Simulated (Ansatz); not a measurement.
**CH5NSSi: shape, modes and thermochemistry**

Aim: relax CH5NSSi from a cheap starting geometry, check the end point by its vibrations and derive ideal-gas thermochemistry, and look at its orbitals and charge.

The runs use Ansatz 0.2.0, Gaussian basis; RKS PBE0-D4/def2-TZVP.

Plan: relaxation at PBE-D4/def2-SVP; relaxation at PBE0-D4/def2-TZVP; harmonic vibrations at the same level; a single point in def2-TZVPP for the fields.

**1. Where the work starts**

SMILES `[SiH3]N=CS`, 9 atoms, charge 0, spin multiplicity 1.

Atoms are counted from 1 here; the program's logs count them from 0.

Bond lengths: Si1–N2 1.683 Å, Si1–H5 1.539 Å, Si1–H6 1.517 Å, Si1–H7 1.475 Å, N2–C3 1.269 Å, C3–S4 1.805 Å, C3–H8 1.084 Å, S4–H9 1.393 Å. Angles: N2–Si1–H5 108.5°, N2–Si1–H6 109.7°, N2–Si1–H7 112.7°, H5–Si1–H6 106.3°, H5–Si1–H7 109.8°, H6–Si1–H7 109.6°, Si1–N2–C3 124.8°, N2–C3–S4 129.2°, N2–C3–H8 118.6°, S4–C3–H8 111.7°, C3–S4–H9 95.8°.

Geometry (Å):

```xyz
9
CH5NSSi
Si   -0.18340    0.97670   -0.79140
N    -0.30020   -0.70190   -0.76430
C     0.10130   -1.44120    0.18620
S     0.91580   -0.97420    1.72830
H    -0.92630    1.49930   -2.03440
H    -0.90290    1.55910    0.41070
H     1.21330    1.44960   -0.80980
H     0.09290   -2.51660    0.04720
H     0.07810    0.10300    2.01040
```

The start is a force-field geometry with small random shifts, so a cheaper pass at PBE-D4/def2-SVP comes first.

**2. Optimising with PBE-D4/def2-SVP (cheap first pass)**

File in.yaml:

```yaml
crystal:
  periodic: [false, false, false]
  atoms:
    - {symbol: Si, position_ang: [-0.183400, 0.976700, -0.791400]}
    - {symbol: N, position_ang: [-0.300200, -0.701900, -0.764300]}
    - {symbol: C, position_ang: [0.101300, -1.441200, 0.186200]}
    - {symbol: S, position_ang: [0.915800, -0.974200, 1.728300]}
    - {symbol: H, position_ang: [-0.926300, 1.499300, -2.034400]}
    - {symbol: H, position_ang: [-0.902900, 1.559100, 0.410700]}
    - {symbol: H, position_ang: [1.213300, 1.449600, -0.809800]}
    - {symbol: H, position_ang: [0.092900, -2.516600, 0.047200]}
    - {symbol: H, position_ang: [0.078100, 0.103000, 2.010400]}
basis:
  gaussian: {orbitals: def2-SVP}
hamiltonian: {xc: pbe, dispersion: d4}
relax: {f_tol: 0.03, max_steps: 200}
```

Command:

```bash
$ ansatz run in.yaml --threads 2 --pin off --events-out ev --progress --plain --max-ram 4352MiB
```

Log, shortened:

```text
Functional definition: PBE
  name "PBE"
  cite "Perdew, Burke & Ernzerhof, Phys. Rev. Lett. 77, 3865 (1996) doi:10.1103/PhysRevLett.77.3865"
  parent pbe
[...]
1021 factors; their error is unknown
[...]
mean field -21300.92476779 eV, -782.7945469309 hartree, gradient 9.2e-6 eV, S^2 0.000000; 0 other end points of the search recorded, 0 dependent functions left out
[...]
reference -21300.92479971 eV, -782.7945481041 hartree; 24, 24 occupied and 65, 65 virtual orbitals, 1021 factors
relax step   1: F+E_penalty+E_count = -21301.14059843 eV  Δ(F+E_penalty+E_count) = +0.000e0 eV  max|allowed force component| = 2.434e0 eV/Å  Δτ_max = 0.0000 Å  (30 SCF iters, accepted)
[...]
relax step   5: F+E_penalty+E_count = -21301.44052868 eV  Δ(F+E_penalty+E_count) = -5.663e-2 eV  max|allowed force component| = 3.838e-1 eV/Å  Δτ_max = 0.0807 Å  (31 SCF iters, accepted)
[...]
relax step   9: F+E_penalty+E_count = -21301.46308905 eV  Δ(F+E_penalty+E_count) = -2.995e-3 eV  max|allowed force component| = 1.426e-1 eV/Å  Δτ_max = 0.0842 Å  (29 SCF iters, accepted)
[...]
relax step  13: F+E_penalty+E_count = -21301.47504800 eV  Δ(F+E_penalty+E_count) = -3.522e-3 eV  max|allowed force component| = 3.011e-1 eV/Å  Δτ_max = 0.0837 Å  (31 SCF iters, accepted)
[...]
relax step  16: F+E_penalty+E_count = -21301.47887854 eV  Δ(F+E_penalty+E_count) = -4.130e-4 eV  max|allowed force component| = 5.301e-2 eV/Å  Δτ_max = 0.0131 Å  (30 SCF iters, accepted)
[...]
relax step  17: F+E_penalty+E_count = -21301.47913237 eV  Δ(F+E_penalty+E_count) = -2.538e-4 eV  max|allowed force component| = 3.082e-3 eV/Å  Δτ_max = 0.0087 Å  (32 SCF iters, accepted)
1021 factors; their error is unknown
mean field -21301.27303912 eV, -782.8073456661 hartree, gradient 1.5e-5 eV, S^2 0.000000; 1 other end points of the search recorded, 0 dependent functions left out
[...]
reference -21301.27307100 eV, -782.8073468377 hartree; 24, 24 occupied and 65, 65 virtual orbitals, 1021 factors
Total energy: -21301.47916425 eV, -782.8149206252 hartree
Atom 0 at    -0.112404     1.090287    -0.819484 Å, force    -0.000033    -0.000407    -0.000775 eV/Å
Atom 1 at     0.140194    -0.637852    -0.730424 Å, force     0.000813    -0.001840    -0.000239 eV/Å
Atom 2 at     0.220083    -1.487829     0.207378 Å, force    -0.000252     0.002475    -0.001700 eV/Å
Atom 3 at     0.102486    -1.300772     1.989440 Å, force    -0.000168    -0.003082     0.002485 eV/Å
Atom 4 at    -1.331348     1.328890    -1.662609 Å, force     0.000493    -0.000543     0.001805 eV/Å
Atom 5 at    -0.313897     1.787609     0.513269 Å, force     0.000658     0.002119    -0.000300 eV/Å
Atom 6 at     1.090898     1.691351    -1.486592 Å, force    -0.000991    -0.000293     0.000695 eV/Å
Atom 7 at     0.392856    -2.567126    -0.014125 Å, force     0.000241    -0.000120    -0.000115 eV/Å
Atom 8 at    -0.100267     0.049241     1.986045 Å, force    -0.000761     0.001691    -0.001857 eV/Å
Dipole moment:    -0.019518     0.079058     0.154349 e Å
```

It took 24 s on 2 threads of Arm Neoverse V2, shared host.

Relaxation path:

| step | energy from step 1 (eV) | largest force component (eV/Å) |
| --- | --- | --- |
| 1 | 0.0000 | 2.4343 |
| 2 | -0.1318 | 1.1843 |
| 3 | -0.2206 | 0.8512 |
| 4 | -0.2433 | 1.7230 |
| 5 | -0.2999 | 0.3838 |
| 6 | -0.3061 | 0.2763 |
| 7 | -0.3164 | 0.1359 |
| 8 | -0.3195 | 0.0733 |
| 9 | -0.3225 | 0.1426 |
| 10 | -0.3243 | 0.1940 |
| 11 | -0.3257 | 0.1898 |
| 12 | -0.3309 | 0.2285 |
| 13 | -0.3344 | 0.3011 |
| 14 | -0.3375 | 0.0186 |
| 15 | -0.3379 | 0.0887 |
| 16 | -0.3383 | 0.0530 |
| 17 | -0.3385 | 0.0031 |

The force was under the threshold of 0.03 eV/Å already at step 14, but the program went on to step 17.

Close pairs (by a distance rule), those that changed most:

| bond | before (Å) | after (Å) | change (Å) |
| --- | --- | --- | --- |
| Si1–N2 | 1.683 | 1.749 | +0.066 |
| Si1–H5 | 1.539 | 1.501 | -0.038 |
| C3–H8 | 1.084 | 1.115 | +0.031 |
| S4–H9 | 1.393 | 1.365 | -0.028 |
| Si1–H7 | 1.475 | 1.501 | +0.027 |
| C3–S4 | 1.805 | 1.796 | -0.010 |
| N2–C3 | 1.269 | 1.268 | -0.001 |
| Si1–H6 | 1.517 | 1.518 | +0.000 |

**3. Geometry optimisation, PBE0-D4/def2-TZVP**

File in.yaml:

```yaml
crystal:
  periodic: [false, false, false]
  atoms:
    - {symbol: Si, position_ang: [-0.112404, 1.090287, -0.819484]}
    - {symbol: N, position_ang: [0.140194, -0.637852, -0.730424]}
    - {symbol: C, position_ang: [0.220083, -1.487829, 0.207378]}
    - {symbol: S, position_ang: [0.102486, -1.300772, 1.989440]}
    - {symbol: H, position_ang: [-1.331348, 1.328890, -1.662609]}
    - {symbol: H, position_ang: [-0.313897, 1.787609, 0.513269]}
    - {symbol: H, position_ang: [1.090898, 1.691351, -1.486592]}
    - {symbol: H, position_ang: [0.392856, -2.567126, -0.014125]}
    - {symbol: H, position_ang: [-0.100267, 0.049241, 1.986045]}
basis:
  gaussian: {orbitals: def2-TZVP}
hamiltonian: {xc: pbe0, dispersion: d4}
relax: {f_tol: 0.005, max_steps: 150}
```

Same command.

Log, shortened:

```text
Functional definition: PBE0
  name "PBE0"
  cite "Adamo & Barone, J. Chem. Phys. 110, 6158 (1999) doi:10.1063/1.478522"
  cite "Perdew, Burke & Ernzerhof, Phys. Rev. Lett. 77, 3865 (1996) doi:10.1103/PhysRevLett.77.3865"
  parent pbe
[...]
1094 factors; their error is unknown
[...]
mean field -21312.52472280 eV, -783.2208374146 hartree, gradient 2.5e-5 eV, S^2 0.000000; 0 other end points of the search recorded, 0 dependent functions left out
[...]
reference -21312.52475326 eV, -783.2208385340 hartree; 24, 24 occupied and 142, 142 virtual orbitals, 1094 factors
relax step   1: F+E_penalty+E_count = -21312.69912428 eV  Δ(F+E_penalty+E_count) = +0.000e0 eV  max|allowed force component| = 9.070e-1 eV/Å  Δτ_max = 0.0000 Å  (28 SCF iters, accepted)
[...]
Total energy: -21312.75072214 eV, -783.2291427375 hartree
Atom 0 at    -0.109109     1.070209    -0.805229 Å, force    -0.001206     0.003005     0.001200 eV/Å
Atom 1 at     0.140951    -0.633166    -0.725478 Å, force     0.000860    -0.004147     0.000795 eV/Å
Atom 2 at     0.218094    -1.470054     0.202054 Å, force     0.003045    -0.001700    -0.001254 eV/Å
Atom 3 at     0.096359    -1.266652     1.955439 Å, force    -0.001459     0.003462     0.000535 eV/Å
Atom 4 at    -1.319492     1.307566    -1.628173 Å, force     0.000890    -0.000153     0.000533 eV/Å
Atom 5 at    -0.303219     1.746822     0.515488 Å, force     0.000651    -0.000188    -0.000670 eV/Å
Atom 6 at     1.079561     1.667602    -1.460409 Å, force    -0.001159    -0.000624    -0.000223 eV/Å
Atom 7 at     0.389351    -2.531359    -0.015751 Å, force    -0.001431     0.001851    -0.001572 eV/Å
Atom 8 at    -0.103895     0.062831     1.944956 Å, force    -0.000191    -0.001506     0.000656 eV/Å
Dipole moment:    -0.013059     0.032667     0.157459 e Å
```

Run time: 26 s. Hardware: 2 threads of Arm Neoverse V2, shared host; peak memory 0.36 GiB.

The steps of the relaxation:

| step | energy from step 1 (eV) | largest force component (eV/Å) |
| --- | --- | --- |
| 1 | 0.0000 | 0.9070 |
| 2 | -0.0460 | 0.2410 |
| 3 | -0.0511 | 0.1309 |
| 4 | -0.0515 | 0.0438 |
| 5 | -0.0515 | 0.0317 |
| 6 | -0.0515 | 0.0359 |
| 7 | -0.0516 | 0.0041 |

Distances of close pairs at the start and the end, largest changes first:

| bond | before (Å) | after (Å) | change (Å) |
| --- | --- | --- | --- |
| C3–S4 | 1.796 | 1.769 | -0.026 |
| Si1–N2 | 1.749 | 1.723 | -0.025 |
| Si1–H6 | 1.518 | 1.497 | -0.021 |
| S4–H9 | 1.365 | 1.345 | -0.021 |
| Si1–H7 | 1.501 | 1.483 | -0.018 |
| Si1–H5 | 1.501 | 1.483 | -0.018 |
| C3–H8 | 1.115 | 1.097 | -0.018 |
| N2–C3 | 1.268 | 1.252 | -0.017 |

Mulliken charges of the relaxed molecule (report file):

| atom | value (e) |
| --- | --- |
| Si1 | 0.24 |
| N2 | -0.29 |
| C3 | -0.01 |
| S4 | -0.14 |
| H5 | -0.02 |
| H6 | -0.05 |
| H7 | -0.02 |
| H8 | 0.13 |
| H9 | 0.16 |

**4. Harmonic vibrations**

File in.yaml:

```yaml
crystal:
  periodic: [false, false, false]
  atoms:
    - {symbol: Si, position_ang: [-0.109109, 1.070209, -0.805229]}
    - {symbol: N, position_ang: [0.140951, -0.633166, -0.725478]}
    - {symbol: C, position_ang: [0.218094, -1.470054, 0.202054]}
    - {symbol: S, position_ang: [0.096359, -1.266652, 1.955439]}
    - {symbol: H, position_ang: [-1.319492, 1.307566, -1.628173]}
    - {symbol: H, position_ang: [-0.303219, 1.746822, 0.515488]}
    - {symbol: H, position_ang: [1.079561, 1.667602, -1.460409]}
    - {symbol: H, position_ang: [0.389351, -2.531359, -0.015751]}
    - {symbol: H, position_ang: [-0.103895, 0.062831, 1.944956]}
basis:
  gaussian: {orbitals: def2-TZVP}
hamiltonian: {xc: pbe0, dispersion: d4}
phonons: {temperatures: {t_min: 298.15, t_max: 900, t_step: 200}}
```

The command is unchanged.

Log, shortened:

```text
Functional definition: PBE0
  name "PBE0"
  cite "Adamo & Barone, J. Chem. Phys. 110, 6158 (1999) doi:10.1063/1.478522"
  cite "Perdew, Burke & Ernzerhof, Phys. Rev. Lett. 77, 3865 (1996) doi:10.1103/PhysRevLett.77.3865"
  parent pbe
[...]
1094 factors; their error is unknown
[...]
mean field -21312.57410637 eV, -783.2226522276 hartree, gradient 5.4e-5 eV, S^2 0.000000; 0 other end points of the search recorded, 0 dependent functions left out
[...]
reference -21312.57413658 eV, -783.2226533378 hartree; 24, 24 occupied and 142, 142 virtual orbitals, 1094 factors
[...]
1094 factors; their error is unknown
mean field -21312.57400017 eV, -783.2226483248 hartree, gradient 2.4e-6 eV, S^2 0.000000; 0 other end points of the search recorded, 0 dependent functions left out
[...]
reference -21312.57403038 eV, -783.2226494350 hartree; 24, 24 occupied and 142, 142 virtual orbitals, 1094 factors
[...]
Atom 1 at     0.140951    -0.633166    -0.725478 Å, force     0.000861    -0.004163     0.000813 eV/Å
Atom 2 at     0.218094    -1.470054     0.202054 Å, force     0.003051    -0.001716    -0.001281 eV/Å
Atom 3 at     0.096359    -1.266652     1.955439 Å, force    -0.001459     0.003446     0.000541 eV/Å
Atom 4 at    -1.319492     1.307566    -1.628173 Å, force     0.000876    -0.000149     0.000524 eV/Å
Atom 5 at    -0.303219     1.746822     0.515488 Å, force     0.000649    -0.000184    -0.000664 eV/Å
Atom 6 at     1.079561     1.667602    -1.460409 Å, force    -0.001159    -0.000623    -0.000224 eV/Å
Atom 7 at     0.389351    -2.531359    -0.015751 Å, force    -0.001434     0.001874    -0.001567 eV/Å
Atom 8 at    -0.103895     0.062831     1.944956 Å, force    -0.000193    -0.001487     0.000656 eV/Å
Dipole moment:    -0.013060     0.032668     0.157460 e Å
Vibrations: 72.46 151.68 261.86 422.57 443.56 637.06 705.41 717.42 766.81 921.93 932.45 943.07 948.35 973.01 1388.66 1749.67 2162.21 2244.54 2245.64 2695.11 3050.67 cm⁻¹, zero-point energy 1.514724 eV
```

It took 1.9 min on 2 threads of Arm Neoverse V2, shared host; peak memory 0.42 GiB.

Motions are named by where the mode's potential energy lies. The modes, unscaled (a negative number is an imaginary wavenumber):

| mode | cm⁻¹ | motion |
| --- | --- | --- |
| 1 | 72 | torsion |
| 2 | 152 | bend |
| 3 | 262 | torsion |
| 4 | 423 | torsion |
| 5 | 444 | bend |
| 6 | 637 | C–S and Si–N stretch |
| 7 | 705 | bend |
| 8 | 717 | bend |
| 9 | 767 | Si–N and C–S stretch |
| 10 | 922 | torsion with out-of-plane bend |
| 11 | 932 | bend |
| 12 | 943 | bend |
| 13 | 948 | bend |
| 14 | 973 | bend |
| 15 | 1389 | bend |
| 16 | 1750 | C–N stretch |
| 17 | 2162 | Si–H stretch |
| 18 | 2245 | Si–H stretch |
| 19 | 2246 | Si–H stretch |
| 20 | 2695 | S–H stretch |
| 21 | 3051 | C–H stretch |

Ideal gas, rigid rotor and harmonic oscillator at 298.15 K and 1 bar, with symmetry number 1:

| term | value |
| --- | --- |
| zero-point energy | 34.9 kcal/mol |
| H(298) − E | 39.3 kcal/mol |
| entropy, translation | 165.1 J/(mol K) |
| entropy, rotation | 109.8 J/(mol K) |
| entropy, vibration | 49.8 J/(mol K) |
| entropy, total | 324.7 J/(mol K) |

**5. Orbitals, density and potential**

Changes to in.yaml since step 4:

```diff
@@ -13,4 +13,4 @@
 basis:
-  gaussian: {orbitals: def2-TZVP}
+  gaussian: {orbitals: def2-TZVPP}
 hamiltonian: {xc: pbe0, dispersion: d4}
-phonons: {temperatures: {t_min: 298.15, t_max: 900, t_step: 200}}
+output: {orbitals: {seedname: orbitals}}
```

Launched as before.

Log:

```text
Functional definition: PBE0
  name "PBE0"
  cite "Adamo & Barone, J. Chem. Phys. 110, 6158 (1999) doi:10.1063/1.478522"
  cite "Perdew, Burke & Ernzerhof, Phys. Rev. Lett. 77, 3865 (1996) doi:10.1103/PhysRevLett.77.3865"
  parent pbe
  parameter a = 0.25
  parameter kappa = 0.804
  parameter beta = 0.06672455060314922
  exchange = (1 - a)*pbe_x(kappa = kappa, mu = beta*pi^2/3) + a*exact_x
  correlation = pbe_c(beta = beta)
1236 factors; their error is unknown
mean field evaluation 1: about -21304.7666 eV, gradient 6.0e1 eV
mean field evaluation 2: about -21264.1284 eV, gradient 1.3e2 eV
mean field evaluation 4: about -21312.1402 eV, gradient 1.4e1 eV
mean field evaluation 8: about -21312.5830 eV, gradient 2.1e-1 eV
mean field evaluation 16: about -21312.6141 eV, gradient 5.2e-5 eV
mean field -21312.61414346 eV, -783.2241235634 hartree, gradient 5.2e-5 eV, S^2 0.000000; 0 other end points of the search recorded, 0 dependent functions left out
reference -21312.61417346 eV, -783.2241246659 hartree; 24, 24 occupied and 192, 192 virtual orbitals, 1236 factors
Total energy: -21312.79075899 eV, -783.2306140644 hartree
```

Wall time 3.1 s (2 threads of Arm Neoverse V2, shared host); peak memory 0.46 GiB.

The fields below are evaluated on a grid from the run's orbitals.

Frontier orbitals at PBE0-D4/def2-TZVPP, with the share of their density that lies nearest to each atom:

| orbital | energy (eV) | lies on |
| --- | --- | --- |
| HOMO-1 | -7.60 | S4 59 %; N2 22 %; H9 8 % |
| HOMO | -7.28 | N2 59 %; S4 14 %; H6, H8 about 8 % each |
| LUMO | -1.00 | C3 37 %; N2 26 %; S4 10 % |

ELF in a plane through or near 7 of the atoms.

Values, 10 rows by 14 columns:
```
0.00 0.00 0.00 0.00 0.00 0.00 0.00 0.00 0.00 0.00 0.00 0.00 0.00 0.00
0.00 0.00 0.00 0.00 0.01 0.03 0.00 0.00 0.01 0.01 0.00 0.00 0.00 0.00
0.00 0.00 0.00 0.12 0.91 0.98 0.32 0.09 0.85 0.53 0.19 0.25 0.10 0.00
0.00 0.00 0.00 0.29 0.99 1.00 0.89 0.29 1.00 0.92 0.44 0.89 0.60 0.05
0.00 0.00 0.01 0.07 0.52 0.66 0.66 0.04 0.36 0.27 0.55 0.87 0.66 0.07
0.00 0.00 0.07 0.31 0.15 0.83 0.64 0.72 0.47 0.32 0.43 0.08 0.03 0.00
0.00 0.00 0.03 0.16 0.29 0.18 0.84 0.37 0.67 0.78 1.00 0.68 0.01 0.00
0.00 0.00 0.00 0.01 0.01 0.07 0.79 0.85 0.10 0.43 0.99 0.90 0.04 0.00
0.00 0.00 0.00 0.00 0.00 0.01 0.21 0.23 0.00 0.00 0.12 0.04 0.00 0.00
0.00 0.00 0.00 0.00 0.00 0.00 0.00 0.00 0.00 0.00 0.00 0.00 0.00 0.00
```
The map spans 9.5 Å across and 8.5 Å up, centred on the molecule. Atoms in the plane (x, y in Å): Si1 (-1.3, -0.1), N2 (0.1, -1.0), C3 (1.3, -0.6), S4 (2.1, 0.9), H6 (-1.2, 1.4), H8 (2.1, -1.4), H9 (1.0, 1.7).

log10 of the density (e/Å³) in the same plane.

Ten even steps from ' ' (-4.0) to '@' (1.6):
```
                                                        
                                                        
              ..................::::::::::......        
            ..::::------::::::--------------::::....    
        ....::----======------==++++++========--::::..  
        ..::--====++++++++====++**********++++==----::..
        ::::--==++**##**++++++**##########****++==--::..
      ..::--==++****####**++++++**####@@@@##****====::..
    ....----==++**********++++++****##@@@@##****==--::..
    ..::--====++**%%%%##****++++****######****++==--::..
    ..::--==++****@@@@############%%####**++====--::..  
    ..::--==++++********##%%@@%%##%%%%##**++==--::::..  
    ..::--====++++++++**####@@############++==--::..    
    ....::----========++****##********####++==--::..    
      ....::::------====++++++++++++++++++====--::..    
          ......::::----========------====----::..      
                ....::::::------::::::::::::::..        
                      ......................            
                                                        
                                                        
```
The map spans 9.5 Å across and 8.5 Å up, centred on the molecule. Atoms in the plane (x, y in Å): Si1 (-1.3, -0.1), N2 (0.1, -1.0), C3 (1.3, -0.6), S4 (2.1, 0.9), H6 (-1.2, 1.4), H8 (2.1, -1.4), H9 (1.0, 1.7).

On the surface of density 0.002 e/bohr³ the electrostatic potential runs, from the 1st to the 99th percentile, from -1.16 V near N2 to 1.26 V near H9.

**6. Results**

```
                  quantity            value
               point group               Cs
                     steps           17 + 7
shift from the start (rms)          0.518 Å
              total energy   -21312.7507 eV
           dispersion term         -177 meV
             dipole moment           0.77 D
lowest, highest wavenumber    72, 3051 cm⁻¹
         zero-point energy    34.9 kcal/mol
       entropy at 298.15 K  324.7 J/(mol K)
                HOMO, LUMO  -7.28, -1.00 eV
```

In words: The atoms moved 0.52 Å (rms) from the start; the bond that changed most is Si1–H5, from 1.539 to 1.483 Å. All wavenumbers are real, so the end point is a minimum. The stiffest mode, 3051 cm⁻¹, is a C–H stretch, and 2 modes under 200 cm⁻¹ make the vibrational entropy uncertain. Harmonic hybrid wavenumbers usually lie a few per cent above measured fundamentals. The largest Mulliken charge, -0.29 e, sits on N2. The HOMO lies mostly on N2 59 %; S4 14 % and the LUMO on C3 37 %; N2 26 %.
